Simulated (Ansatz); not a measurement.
# C₄H₁₅N₂SbSi: one species, many methods

The task here is to estimate one member of a computed series from the others.

Program: Ansatz 0.2.0, Gaussian basis. Level of theory: functionals in def2-TZVPP, the program's frozen cores in correlated methods. These are calculated values, not measurements.

Plan: LDA (SPW92), PBE-D4, revPBE-D4, BLYP-D4, r2SCAN-D4, B97M-V, PBE0-D4, B3LYP-D4, r2SCANh-D4, r2SCAN0-D4, HSE06-D4, BHLYP-D4, CAM-B3LYP-D4, LC-ωPBE, ωB97X-V, ωB97M-V, B2PLYP, PBE-QIDH; CCSD(T)/def2-SVP; CCSD(T)/def2-TZVPP; MP2/def2-QZVPP; extrapolation to the limit; RPA on PBE.

1 further run of the same task is left out (it didn't finish).

### The geometry

An earlier PBE0-D4 in a triple-zeta def2 set relaxation fixed the geometry. Sb takes the def2 core potential; no spin-orbit term is included.

SMILES `C[N](C)[Sb]([SiH3])[N](C)C`, 23 atoms, charge 0, spin multiplicity 1.

Atoms are counted from 1 here; the program's logs count them from 0.

Bond lengths: C1–N2 1.443 Å, C1–H9 1.097 Å, C1–H10 1.094 Å, C1–H11 1.103 Å, N2–C3 1.446 Å, N2–Sb4 2.054 Å, C3–H12 1.097 Å, C3–H13 1.092 Å, C3–H14 1.103 Å, Sb4–Si5 2.610 Å, Sb4–N6 2.028 Å, Si5–H15 1.490 Å, Si5–H16 1.488 Å, Si5–H17 1.490 Å, N6–C7 1.441 Å, N6–C8 1.442 Å, C7–H18 1.103 Å, C7–H19 1.091 Å and more. Angles: N2–C1–H9 109.5°, N2–C1–H10 110.8°, N2–C1–H11 114.2°, H9–C1–H10 107.2°, H9–C1–H11 107.0°, H10–C1–H11 107.8°, C1–N2–C3 112.0°, C1–N2–Sb4 116.4°, C3–N2–Sb4 113.4°, N2–C3–H12 109.5°, N2–C3–H13 110.0°, N2–C3–H14 113.8°, H12–C3–H13 107.6°, H12–C3–H14 107.3°, H13–C3–H14 108.5°, N2–Sb4–Si5 92.4°, N2–Sb4–N6 91.6°, Si5–Sb4–N6 99.1° and more.

Set-up of the first run:

in.yaml

```yaml
crystal:
  periodic: [false, false, false]
  atoms:
    - {symbol: C, position_ang: [2.471387, 1.097382, -0.115736]}
    - {symbol: N, position_ang: [1.490968, 0.079334, 0.173973]}
    - {symbol: C, position_ang: [2.098241, -1.120402, 0.706703]}
    - {symbol: Sb, position_ang: [0.099250, -0.291762, -1.290365]}
    - {symbol: Si, position_ang: [-0.728474, 2.183387, -1.284544]}
    - {symbol: N, position_ang: [-1.200189, -1.067255, 0.059935]}
    - {symbol: C, position_ang: [-1.579316, -0.280004, 1.206296]}
    - {symbol: C, position_ang: [-2.274325, -1.880925, -0.452641]}
    - {symbol: H, position_ang: [3.018287, 1.351653, 0.800862]}
    - {symbol: H, position_ang: [1.987687, 2.012959, -0.469472]}
    - {symbol: H, position_ang: [3.222803, 0.800921, -0.867452]}
    - {symbol: H, position_ang: [2.596775, -0.887446, 1.656078]}
    - {symbol: H, position_ang: [1.329614, -1.868941, 0.912373]}
    - {symbol: H, position_ang: [2.854651, -1.569411, 0.040496]}
    - {symbol: H, position_ang: [-2.173817, 2.185794, -1.647611]}
    - {symbol: H, position_ang: [-0.563176, 2.837224, 0.042153]}
    - {symbol: H, position_ang: [-0.004507, 2.991797, -2.305704]}
    - {symbol: H, position_ang: [-2.415016, 0.409376, 0.998251]}
    - {symbol: H, position_ang: [-0.724452, 0.300402, 1.558007]}
    - {symbol: H, position_ang: [-1.897661, -0.939473, 2.024458]}
    - {symbol: H, position_ang: [-2.602898, -2.594779, 0.313899]}
    - {symbol: H, position_ang: [-1.940183, -2.457687, -1.319548]}
    - {symbol: H, position_ang: [-3.160548, -1.298945, -0.754812]}
basis:
  gaussian: {orbitals: def2-TZVPP}
hamiltonian: {xc: lda}
output: {orbitals: {seedname: orbitals}}
```

Steps of the session up to this table: LDA; PBE-D4 (GGA); revPBE-D4 (GGA); BLYP-D4 (GGA); r2SCAN-D4 (meta-GGA); B97M-V (meta-GGA); PBE0-D4 (hybrid); B3LYP-D4 (hybrid); r2SCANh-D4 (hybrid); r2SCAN0-D4 (hybrid); HSE06-D4 (hybrid); BHLYP-D4 (hybrid); CAM-B3LYP-D4 (range-separated); LC-ωPBE (range-separated); ωB97X-V (range-separated); ωB97M-V (range-separated); B2PLYP (double hybrid); PBE-QIDH (double hybrid).

One of the session's tables, all rows but one given; the rest of the session is left out.

It belongs to the step «Orbital energies across the functionals». 

```
  functional  HOMO (eV)  gap (eV)
 LDA (SPW92)      -4.84      3.10
      PBE-D4      -4.72      3.21
   revPBE-D4      -4.66      3.27
     BLYP-D4      -4.60      3.23
   r2SCAN-D4      -4.92      3.57
      B97M-V      -5.08      3.62
     PBE0-D4      -5.86      5.11
    B3LYP-D4      -5.68      4.74
  r2SCANh-D4      -5.36      4.28
  r2SCAN0-D4      -6.01      5.34
    HSE06-D4      -5.48      4.35
    BHLYP-D4      -6.89      6.97
CAM-B3LYP-D4          ?         ?
     LC-ωPBE      -8.32      9.61
     ωB97X-V      -8.05      9.20
     ωB97M-V      -7.98      8.90
```

Q: Estimate the row for CAM-B3LYP-D4 from the others.

**Answer.** HOMO (eV): -7.11; gap (eV): 7.33. In the column «HOMO (eV)» it lies between ωB97M-V (-7.98) and BHLYP-D4 (-6.89).
